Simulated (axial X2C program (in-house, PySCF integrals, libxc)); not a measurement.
# YbSe⁺: the levels of the configuration f13 s0

Which Ω levels does YbSe⁺ have in the configuration f13 s0, and how far apart?

Program: an in-house X2C program for linear molecules on PySCF integrals. Level of theory: two-component X2C, average-of-configuration Hartree–Fock and CI in the open shells. These are calculated values, not measurements.

All values are calculated.

## 1. Set-up

Contents of task.json:

```json
{
 "zs": [
  70,
  34
 ],
 "q": 1,
 "bas": [
  "dyall-v3z",
  "dyall-v3z"
 ],
 "r0": 2.36,
 "metal": 0,
 "shells": [
  [
   3,
   [
    0,
    1,
    2,
    3
   ],
   13
  ],
  [
   0,
   [
    0
   ],
   0
  ]
 ],
 "fix": 0,
 "emax": 2.2,
 "nroots": 4
}
```

Keys: zs atomic numbers; q charge; bas basis sets; r0 starting distance in Å; metal index of the metal atom; shells open shells as [l, |m| values, electrons]; fix electron count of the first shell held; emax energy window in eV; nroots roots for each Ω.

The run is started by

```sh
$ python soci.py task.json out
```

Two-component X2C with atomic mean-field Coulomb and Gaunt terms, basis Yb dyall-v3z, Se dyall-v3z (cores contracted in-house). Orbitals come from Hartree–Fock averaged over the configuration Yb f13 s0; CI then distributes these electrons over the f, s shells of Yb.

## 2. CI at R = 2.353 Å

**Question.** What will these runs give? Wanted: lowest level of the model; next level; lowest curve, Re and ωe.

**Answer**, as computed:

| quantity | value |
| --- | --- |
| lowest level of the model | Ω = 1/2, g∥ = 1.14, 100% f13 |
| next level | Ω = 3/2, 142 cm⁻¹ higher |
| lowest curve, Re and ωe | 2.351 Å, 345.1 cm⁻¹ |

**Reading.** In the lowest level ⟨Sz⟩ = 0.07 and ⟨Lz⟩ = 0.43; its leading determinant has weight 1.00 among 67. The 4 lowest levels are the Ω components of the Hund's-rule level 2F7/2 of f13 (free-ion gJ = 1.143), split by the axial field over 971 cm⁻¹. From 2.353 to 2.541 Å the gap from the lowest to the fifth level goes from 10077 to 10093 cm⁻¹. Without dynamic correlation distances can be off by several hundredths of an Å, and the wavenumbers are rough. Dynamic correlation is missing, so gaps between terms are too wide and other configurations may lie lower; the lowest level listed is that of this model, not necessarily the ground state. At most 4 roots were kept for each Ω > 0 (twice that for Ω = 0) within 2.2 eV of the lowest, so higher up levels can be missing between those listed; levels with Ω > 0 are doubly degenerate and listed once, Ω = 0 levels singly. States that fill the shells left empty in the average are placed too high.
